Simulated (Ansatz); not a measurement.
# Zn3B: the cost of one run

Method: DFT PBE, scalar-relativistic, plane waves, PAW, in Ansatz 0.2.0.

1 further run of the same task is left out (it didn't finish).

## Step 1: Starting point

Symmetry: Pm-3m, No. 221, cubic system. Conventional cell: a = 3.736 Å, b = 3.736 Å, c = 3.736 Å, α = 90.00°, β = 90.00°, γ = 90.00°. Zn (site symmetry 4/mmm) has 8 Zn at 2.64 Å and 4 B at 2.64 Å as nearest neighbours. B (site symmetry m-3m) has 12 Zn at 2.64 Å as nearest neighbours.

As a file:

```xyz
4
Lattice="3.7362 0.0000 0.0000 0.0000 3.7362 0.0000 0.0000 0.0000 3.7362" Properties=species:S:1:pos:R:3 pbc="T T T"
Zn    0.0000    1.8681    1.8681
Zn    1.8681    0.0000    1.8681
Zn    1.8681    1.8681    0.0000
B     0.0000    0.0000    0.0000
```

A structure generator made this guess: species swapped into a database cell of V3Au (Pm-3m, No. 221), with Zn on the V sites and B on the Au sites. Lengths come from tabulated atomic sizes and are only a guess.

## Step 2: A first look at the guess

Contents of input.yaml:

```yaml
crystal:
  lattice:
    - [3.73616952, 0.0, 0.0]
    - [0.0, 3.73616952, 0.0]
    - [0.0, 0.0, 3.73616952]
  atoms:
    - { symbol: Zn, position: [0.0, 0.5, 0.5] }
    - { symbol: Zn, position: [0.5, 0.0, 0.5] }
    - { symbol: Zn, position: [0.5, 0.5, 0.0] }
    - { symbol: B, position: [0.0, 0.0, 0.0] }
basis:
  ecutwfc: 420
kpoints:
  mp_grid: { grid: [6, 6, 6] }
hamiltonian:
  xc: pbe
scf:
  occupations: { method: gaussian, width: 0.1 }
  lower_state_search: "off"
output:
  forces: true
  stress: true
  eigenvalues: true
```

Started as:

```
> ansatz run input.yaml --threads 1 --pin off --max-ram 2048MiB --backend cpu --events-out ev --progress --plain --runs-dir out
```

What time and memory should one allow on 1 thread of Intel Xeon Platinum 8259CL at 2.50GHz (Skylake/Cascade Lake), shared host?

About 1.6 s, with a peak of 0.35 GiB.
